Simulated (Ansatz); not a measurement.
**One shape, several levels: SnSe (SMILES [Se][Sn])**

We compute a comparison of 6 runs (HF/STO-3G, BHLYP/STO-3G, BLYP/STO-3G, RPA@PBE/STO-3G, CCSD/STO-3G, UCCSD(T)/STO-3G) of SnSe. 

Program for the calculation: Ansatz 0.2.0.

57 further runs of the same task are left out: 19 that didn't finish, 38 set aside as unsound or not needed.

### Step 1. Starting point

SnSe has 2 atoms, charge 0, and is taken as a singlet. As SMILES, `[Se][Sn]`. The Sn2–Se1 distance was set to 5.813 Å, away from the relaxed value.

### Step 2. A single-point energy at HF/STO-3G (run 1)

in.yaml

```yaml
basis:
  gaussian: {orbitals: STO-3G}
crystal:
  periodic: [false, false, false]
  atoms:
    - {symbol: Se, position_ang: [0.000000, -0.000000, -3.481390]}
    - {symbol: Sn, position_ang: [-0.000000, 0.000000, 2.331810]}
hamiltonian: {xc: hf}
accuracy: high
```

Launch:

```sh
$ ansatz run in.yaml --threads 1 --pin off --max-ram 3480MiB --events-out events.jsonl --progress --plain --runs-dir runs
```

What it wrote:

```text
Warning: RAYON_NUM_THREADS=1 ignored (pool sized by the plan → 1); use --threads N
Functional definition: HF
  name "HF"
  exchange = exact_x
  correlation = 0
636 factors; integrals over basis functions are off by at most 5.0e-9 eV
mean field evaluation 1: about -226829.4273 eV, gradient 3.6e0 eV
mean field evaluation 2: about -226829.4543 eV, gradient 3.6e0 eV
mean field evaluation 4: about -226713.9455 eV, gradient 1.2e1 eV
mean field evaluation 8: about -226849.6997 eV, gradient 4.4e-1 eV
mean field evaluation 16: about -226849.6958 eV, gradient 2.8e-2 eV
mean field evaluation 32: about -226849.6774 eV, gradient 3.8e-2 eV
mean field evaluation 64: about -226849.6813 eV, gradient 1.7e-3 eV
mean field -226849.70177692 eV, -8336.5727760512 hartree, gradient 1.9e-8 eV, S^2 0.000000; 4 other end points of the search recorded, 0 dependent functions left out
reference -226849.70177692 eV, -8336.5727760512 hartree; 42, 42 occupied and 3, 3 virtual orbitals, 636 factors
Total energy: -226849.70177692 eV, -8336.5727760512 hartree
```

Wall time 1.8 s (1 thread of Arm Neoverse V1, shared host); peak memory 0.11 GiB.

### Step 3. The energy at BHLYP/STO-3G (run 2)

job.yaml

```yaml
crystal:
  periodic: [false, false, false]
  atoms:
    - {symbol: Se, position_ang: [0.000000, -0.000000, -3.481390]}
    - {symbol: Sn, position_ang: [-0.000000, 0.000000, 2.331810]}
basis:
  gaussian:
    orbitals: STO-3G
total_charge: 0
hamiltonian:
  xc: {name: BHLYP}
accuracy: high
```

Launch:

```sh
$ ansatz run job.yaml --threads 1 --pin off --max-ram 3480MiB --events-out events.jsonl --progress --plain --runs-dir runs
```

What it wrote:

```text
Warning: RAYON_NUM_THREADS=1 ignored (pool sized by the plan → 1); use --threads N
Functional definition: BHLYP
  name "BHLYP"
  parameter a = 0.5
  exchange = (1 - a)*b88_x + a*exact_x
  correlation = lyp_c
636 factors; integrals over basis functions are off by at most 5.0e-9 eV
mean field evaluation 1: about -226926.7805 eV, gradient 4.0e0 eV
mean field evaluation 2: about -226811.2267 eV, gradient 1.5e1 eV
mean field evaluation 4: about -226925.9593 eV, gradient 1.1e1 eV
mean field evaluation 8: about -226947.1567 eV, gradient 4.4e0 eV
mean field evaluation 16: about -226947.5032 eV, gradient 4.5e-2 eV
mean field evaluation 32: about -226947.1567 eV, gradient 4.4e0 eV
mean field evaluation 64: about -226947.5096 eV, gradient 6.6e-2 eV
mean field -226947.51399683 eV, -8340.1673088333 hartree, gradient 1.5e-8 eV, S^2 0.000000; 5 other end points of the search recorded, 0 dependent functions left out
reference -226947.51402029 eV, -8340.1673096958 hartree; 42, 42 occupied and 3, 3 virtual orbitals, 636 factors
Total energy: -226947.51402029 eV, -8340.1673096958 hartree
```

Run time: 9.6 s. Hardware: 1 thread of Arm Neoverse V1, shared host; peak memory 0.15 GiB.

Run 3 isn't shown in full; the table further down has it.

### Step 4. The energy at RPA@PBE/STO-3G (run 4)

job.yaml

```yaml
basis:
  gaussian: {orbitals: STO-3G}
crystal:
  periodic: [false, false, false]
  atoms:
    - symbol: Se
      position_ang: [0.000000, -0.000000, -3.481390]
    - symbol: Sn
      position_ang: [-0.000000, 0.000000, 2.331810]
hamiltonian: {xc: {name: PBE}}
correlation: {method: rpa, frozen_orbitals: {Se: 9, Sn: 18}}
accuracy: high
```

Launch:

```sh
$ ansatz run job.yaml --threads 1 --pin off --max-ram 3480MiB --events-out events.jsonl --progress --plain --runs-dir runs
```

What it wrote (excerpt; [...] marks lines left out):

```text
Warning: RAYON_NUM_THREADS=1 ignored (pool sized by the plan → 1); use --threads N
Functional definition: PBE
  name "PBE"
[...]
636 factors; integrals over basis functions are off by at most 5.0e-9 eV
[...]
mean field -226912.72909444 eV, -8338.8889872487 hartree, gradient 2.5e-8 eV, S^2 0.000000; 12 other end points of the search recorded, 0 dependent functions left out; unrestricted orbitals would lower it
[...]
unrestricted determinant -226854.08045860 eV, -8336.7336896349 hartree, S^2 2.0000
27 core orbitals not correlated: weight in the atoms' cores, before any rotation towards them, 1.000 or more for the frozen orbitals, at most 0.000 for the correlated occupied ones
reference -226843.46476709 eV, -8336.3435701676 hartree; 15, 15 occupied and 3, 3 virtual orbitals, 636 factors
Total energy: -226857.21548208 eV, -8336.8488996228 hartree
```

Run time: 25 s. Hardware: 1 thread of Arm Neoverse V1, shared host; peak memory 0.18 GiB.

Run 5 isn't shown in full; the table further down has it.

### Step 5. The energy at UCCSD(T)/STO-3G (run 6)

input.yaml

```yaml
crystal:
  periodic: [false, false, false]
  atoms:
    - {symbol: Se, position_ang: [0.000000, -0.000000, -3.481390]}
    - {symbol: Sn, position_ang: [-0.000000, 0.000000, 2.331810]}
basis:
  gaussian: {orbitals: STO-3G}
magnetization: {spin_polarized: true}
correlation: {method: ccsd_t, frozen_orbitals: {Se: 9, Sn: 18}}
accuracy: high
scf: {omitted_lower_state_checks: [cluster_reference, increment]}
```

Launch:

```sh
$ ansatz run input.yaml --threads 1 --pin off --max-ram 3480MiB --events-out events.jsonl --progress --plain --runs-dir runs
```

What it wrote:

```text
Warning: RAYON_NUM_THREADS=1 ignored (pool sized by the plan → 1); use --threads N
[... 22 lines left out ...]
27 core orbitals not correlated: weight in the atoms' cores, before any rotation towards them, 1.000 or more for the frozen orbitals, at most 0.000 for the correlated occupied ones
[... 57 lines left out ...]
Total energy: -226854.45435712 eV, -8336.7474301521 hartree
Checks for a lower state left out: cluster_reference, increment
```

Run time: 37 s. Hardware: 1 thread of Arm Neoverse V1, shared host; peak memory 0.23 GiB.

### Step 6. The series

| run | level | frozen core orbitals | energy (Eh) | wall time |
| --- | --- | --- | --- | --- |
| 1 | HF/STO-3G | – | -8336.572776 | 1.8 s |
| 2 | BHLYP/STO-3G | – | -8340.167310 | 9.6 s |
| 3 | BLYP/STO-3G | – | -8339.671183 | 17 s |
| 4 | RPA@PBE/STO-3G | 27 | -8336.848900 | 25 s |
| 5 | CCSD/STO-3G | 27 | -8336.636381 | 5.1 s |
| 6 | UCCSD(T)/STO-3G | 27 | -8336.747430 | 37 s |

### Step 7. Summary of results

| quantity | value |
| --- | --- |
| run 6: total energy | -8336.74743 Eh |
| run 6: correlation energy (27 core orbitals frozen) | -13.7 mEh |
| run 6: (T) correction | 0.00 mEh |
| run 6: ⟨S²⟩ of the reference determinant | 2.000 |
| run 6: T1 diagnostic | 0.000 |

Below the HF energy at the same shape and in the same basis (STO-3G): CCSD -63.6 mEh; UCCSD(T) -174.7 mEh. Some of these start from another determinant than that one, so these aren't their correlation energies. Totals of different functionals can't be ranked against each other. In runs 4, 5 the log says that unrestricted orbitals would lower the reference, so the values rest on an unstable closed-shell determinant (other closed-shell runs at this shape may share the fault). In runs 1, 2, 3, 4, 5, 6 the basis is minimal, so the values are rough. In runs 1, 2, 3, 4, 5 a closed-shell determinant meets a far-stretched bond, which it describes badly. In runs 1, 2, 3, 4, 5, 6 relativity is left out where basis or elements ask for it. Spin contamination of the reference: run 6 ⟨S²⟩ = 2.00. Where it is this large, the reference is a mixture of spin states, and values that rest on it are in doubt. All runs together took 96 s, the longest 37 s.
